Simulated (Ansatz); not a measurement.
# I: further runs on the relaxed cell

This session takes I and sets out to relax it again with other functionals.

Computed with Ansatz 0.2.0 (DFT PBE, scalar-relativistic, plane waves, PAW, unless a step's input says otherwise).

## 1. The starting structure

Symmetry: Cmce, No. 64, orthorhombic system. The conventional cell has a = 8.916 Å, b = 4.610 Å, c = 9.827 Å, α = 90.00°, β = 90.00°, γ = 90.00°. Around I (site symmetry m) lie 1 I at 2.81 Å.

As a file:

```cif
data_structure
_symmetry_space_group_name_H-M 'P 1'
_symmetry_Int_Tables_number 1
_cell_length_a 5.0187
_cell_length_b 5.0187
_cell_length_c 9.8271
_cell_angle_alpha 90.000
_cell_angle_beta 90.000
_cell_angle_gamma 54.687
_cell_volume 201.98
loop_
_atom_site_label
_atom_site_type_symbol
_atom_site_fract_x
_atom_site_fract_y
_atom_site_fract_z
_atom_site_occupancy
I1 I 0.84061 0.15939 0.87793 1
I2 I 0.34061 0.65939 0.62207 1
I3 I 0.15939 0.84061 0.12207 1
I4 I 0.65939 0.34061 0.37793 1
```

It is the result of an earlier relaxation at this level (volume 50.49 Å³/atom; gap on the mesh: 1.01 eV).

## 2. Relaxing with PBEsol

File input.yaml:

```yaml
crystal:
  lattice:
    - [4.4579524449, -2.3052081014, 0.0]
    - [4.4579524449, 2.3052081014, 0.0]
    - [0.0, 0.0, 9.8271429891]
  atoms:
    - { symbol: I, position: [0.840614201, 0.159385799, 0.8779257833] }
    - { symbol: I, position: [0.340614201, 0.659385799, 0.6220742167] }
    - { symbol: I, position: [0.159385799, 0.840614201, 0.1220742167] }
    - { symbol: I, position: [0.659385799, 0.340614201, 0.3779257833] }
basis:
  ecutwfc: 420
kpoints:
  mp_grid: { grid: [8, 8, 4] }
hamiltonian:
  xc: pbesol
scf:
  occupations: { method: gaussian, width: 0.02 }
output:
  forces: true
  stress: true
  eigenvalues: true
relax:
  adjacent_minimum: "off"
  f_tol: 0.005
  max_steps: 50
  cell: { stress_tol: 0.05 }
```

On the command line:

```bash
$ ansatz run input.yaml --threads 2 --pin off --max-ram 5120MiB --backend cpu --events-out ev --progress --plain --runs-dir out
```

## 3. Relaxing with PBE+D3(BJ)

Changes to input.yaml since step 2:

```diff
@@ -15,3 +15,4 @@
 hamiltonian:
-  xc: pbesol
+  xc: pbe
+  dispersion: d3bj
 scf:
```

## 4. The cell under LDA

Changes to input.yaml since step 3:

```diff
@@ -15,4 +15,3 @@
 hamiltonian:
-  xc: pbe
-  dispersion: d3bj
+  xc: lda
 scf:
```

## 5. The cell under r2SCAN

Changes to input.yaml since step 4:

```diff
@@ -11,3 +11,3 @@
 basis:
-  ecutwfc: 420
+  ecutwfc: 500
 kpoints:
@@ -15,3 +15,3 @@
 hamiltonian:
-  xc: lda
+  xc: r2scan
 scf:
```

(Steps that only read results are left out.)

What does the calculation give?

**Answer**, as computed:

The volumes rise in the order LDA, PBEsol, PBE+D3(BJ), r2SCAN, PBE, over 36.9 %. r2SCAN comes nearest to the reported cell (+3.8 %). These runs have no spin-orbit coupling; with I it would split and shift bands.
